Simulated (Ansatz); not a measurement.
Crystal: TaV.

```xyz
2
Lattice="1.6067 -2.3078 0.0000 1.6067 2.3078 0.0000 0.0000 0.0000 4.3414" Properties=species:S:1:pos:R:3 pbc="T T T"
Ta    0.0000    0.0000    0.0000
V     1.6067    0.0000    2.1707
```

The cell comes from a database or a generator and needn't be the stable form of this composition.

Base run:

```yaml
Program: Ansatz 0.2.0
Functional: RPBE
Potentials_or_basis: all-electron LAPW, scalar-relativistic
Cutoff: 274 eV (chosen from the basis error)
Basis_error_allowed: 0.001 eV/atom
k_mesh: 10 × 10 × 6
Occupations: gaussian, width 0.1 eV
Spin: collinear spin, ferromagnetic start
Starting_moments: "[0.0, 2.0] μB"
```

Its results: band gap on the k mesh none (metal or under the smearing width); pressure 3.6 GPa; net moment 0.00 μB per cell.

The run is repeated on the same cell with these changes: functional from RPBE to LDA. What comes out?

Band gap on the k mesh none (metal or under the smearing width); pressure -12.2 GPa; net moment 0.00 μB per cell.

LDA binds more tightly than RPBE, so the same cell stands under less pressure.

Caveats: the starting moments weren't kept.
